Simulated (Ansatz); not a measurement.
# C3H6O2Si: the cost of one run

Program: Ansatz 0.2.0. Level of theory: RKS BLYP/6-31G*. These are calculated values, not measurements.

## Step 1: Starting point

Bond lengths: C1–C2 1.307 Å, C2–C3 1.486 Å, C3–O4 1.462 Å, O4–Si5 1.735 Å, C2–O6 1.385 Å, Si5–O6 1.689 Å, C1–H7 1.077 Å, C1–H8 1.108 Å, C3–H9 1.130 Å, C3–H10 1.124 Å, Si5–H11 1.458 Å, Si5–H12 1.454 Å. Angles (14 of 20 angles, heavy atoms first): C1–C2–C3 123.4°, C1–C2–O6 122.8°, C3–C2–O6 113.8°, C2–C3–O4 113.6°, C3–O4–Si5 104.0°, O4–Si5–O6 100.3°, C2–O6–Si5 108.3°, C2–C1–H7 125.2°, C2–C1–H8 118.2°, C2–C3–H9 111.9°, C2–C3–H10 112.2°, O4–C3–H9 108.6°, O4–C3–H10 106.0°, O4–Si5–H11 109.0°.

As a file:

```xyz
12

C    -1.1887    0.5387    1.5254
C    -0.4834    0.1935    0.4805
C     0.9810   -0.0531    0.5268
O     1.5485   -0.4438   -0.7623
Si    0.1800   -0.4885   -1.8278
O    -1.0421    0.0056   -0.7726
H    -0.7873    0.7515    2.5022
H    -2.2649    0.7593    1.3803
H     1.2523   -0.8385    1.2929
H     1.5545    0.8554    0.8560
H     0.3595    0.5135   -2.8715
H    -0.0324   -1.8488   -2.2958
```

## Step 2: Relaxing end A

input.yaml reads:

```yaml
crystal:
  periodic: [false, false, false]
  atoms:
    - { symbol: C, position_ang: [-1.1887, 0.5387, 1.5254] }
    - { symbol: C, position_ang: [-0.4834, 0.1935, 0.4805] }
    - { symbol: C, position_ang: [0.981, -0.0531, 0.5268] }
    - { symbol: O, position_ang: [1.5485, -0.4438, -0.7623] }
    - { symbol: Si, position_ang: [0.18, -0.4885, -1.8278] }
    - { symbol: O, position_ang: [-1.0421, 0.0056, -0.7726] }
    - { symbol: H, position_ang: [-0.7873, 0.7515, 2.5022] }
    - { symbol: H, position_ang: [-2.2649, 0.7593, 1.3803] }
    - { symbol: H, position_ang: [1.2523, -0.8385, 1.2929] }
    - { symbol: H, position_ang: [1.5545, 0.8554, 0.856] }
    - { symbol: H, position_ang: [0.3595, 0.5135, -2.8715] }
    - { symbol: H, position_ang: [-0.0324, -1.8488, -2.2958] }
basis:
  gaussian: { orbitals: "6-31G*" }
hamiltonian:
  xc: blyp
relax:
  f_tol: 0.02
  max_steps: 50
output:
  orbitals: {}
```

Started as:

```
$ ansatz run input.yaml --threads 2 --pin off --max-ram 3072MiB --backend cpu --events-out ev --progress --plain --runs-dir out
```

**Question.** How long does this run take on 2 threads of AMD EPYC 9R45 (Zen 5), shared host, and how much memory does it need?

About 16 s, with a peak of 0.17 GiB.
